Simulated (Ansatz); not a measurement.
# ZrH (quartet): wave-function methods side by side at distance Zr1–H2 = 1.451 Å, def2-TZVP

How much of the correlation energy of ZrH (quartet) does each wave-function method recover here?

Computed with Ansatz 0.2.0, Gaussian basis. Level: def2-TZVP, core rule «outside noble gas», up to 4 orbitals frozen.

The runs, in order: UHF; CCSD(T) on ROHF; CCSD(T) on UHF; CISD as a restricted active space (open shells left free, so some higher excitations enter); CCSDT(Q) on ROHF; CCSDT(Q) on UHF; CASSCF and MRCISD+Q, 5 electrons in 5 orbitals; CASSCF and NEVPT2, 5 electrons in 5 orbitals; CASSCF and MRCISD+Q, 5 electrons in 7 orbitals; CASSCF and NEVPT4(SD), 5 electrons in 7 orbitals; CASSCF and NEVPT2, 5 electrons in 7 orbitals; Full CI.

38 further runs of the same task are left out: 21 for a known fault of the program, 9 that didn't finish, 8 set aside as unsound or not needed. Runs told in other sessions of the task aren't counted.

## 1. What is computed

The geometry derives from a PBE0/def2-TZVP stationary point (not a proven minimum). One bond is set to the value named and the two fragments are kept rigid. No spin-orbit coupling is included. Elements past krypton take def2 core potentials.

2 atoms, charge 0, spin multiplicity 4.

Atoms are counted from 1 here; the program's logs count them from 0.

Bond lengths: Zr1–H2 1.451 Å.

## 2. UHF

in.yaml reads:

```yaml
crystal:
  periodic: [false, false, false]
  atoms:
    - {symbol: Zr, position_ang: [0.000000, 0.000000, 0.000000]}
    - {symbol: H, position_ang: [0.000000, 0.000000, 1.451000]}
basis:
  gaussian: {orbitals: def2-TZVP}
magnetization: {spin_polarized: true, initial_magnetization: 3}
hamiltonian: {xc: hf}
output: {orbitals: {seedname: orbitals}}
```

On the command line:

```sh
ansatz run in.yaml --threads 1 --pin off --events-out ev --progress --plain --max-ram 2393MiB
```

Further steps of the session: CCSD(T) on ROHF; CCSD(T) on UHF; CISD as a restricted active space (open shells left free, so some higher excitations enter); CCSDT(Q) on ROHF; CCSDT(Q) on UHF; CASSCF and MRCISD+Q, 5 electrons in 5 orbitals; CASSCF and NEVPT2, 5 electrons in 5 orbitals; CASSCF and MRCISD+Q, 5 electrons in 7 orbitals; CASSCF and NEVPT4(SD), 5 electrons in 7 orbitals; CASSCF and NEVPT2, 5 electrons in 7 orbitals; Full CI.

**Question.** What will the summary of the whole plan be? Wanted: FCI from the RHF energy; RMP2 from FCI; UMP2 from FCI; RCCSD from FCI; RCCSD(T) from FCI; UCCSD(T) from FCI; RCCSDT(Q) from FCI; UCCSDT(Q) from FCI; NEVPT2 pair from FCI.

The runs gave:

| quantity | value |
| --- | --- |
| FCI from the ROHF energy | -1.7539 eV |
| RMP2 from FCI | +377.6 meV |
| UMP2 from FCI | +285.2 meV |
| RCCSD from FCI | +41.3 meV |
| RCCSD(T) from FCI | +3.6 meV |
| UCCSD(T) from FCI | -83.0 meV |
| RCCSDT(Q) from FCI | -17.8 meV |
| UCCSDT(Q) from FCI | -97.9 meV |
| NEVPT2 pair from FCI | +456.1 meV |
| MRCISD+Q pair from FCI | -5.1 meV |
| NEVPT2 valence from FCI | +423.3 meV |
| levels within 1 kcal/mol (43 meV) | RCCSD, RCCSD(T), RCCSDT, RCCSDT(Q), MRCISD+Q pair, MRCISD valence, MRCISD+Q valence |
| T1 diagnostic | 0.032 |
| effectively unpaired electrons | 3.16 |

In words: RCCSD(T) lands +3.6 meV from the yardstick (0.2 % of the correlation energy). CCSD(T) misses by +3.6 meV on the restricted determinant and by -83.0 meV on the unrestricted one; the two need not hold the same state or core. UCCSD, UCCSD(T), RCCSDT, UCCSDT, RCCSDT(Q), UCCSDT(Q), MRCISD+Q pair, MRCISD+Q valence fall below full CI: unrestricted runs freeze a spin-polarised core, another one than full CI's, and coupled cluster isn't variational. One determinant dominates. Of the multireference levels listed MRCISD+Q pair comes nearest in total energy (-5.1 meV), which doesn't show that its space is the better one. These misses are within one basis, not against nature; the frozen cores of restricted and unrestricted runs differ, which can shift their rows.

Levels on UHF freeze UHF's core orbitals, full CI those of ROHF, so the U rows can settle a little off it for that reason alone.
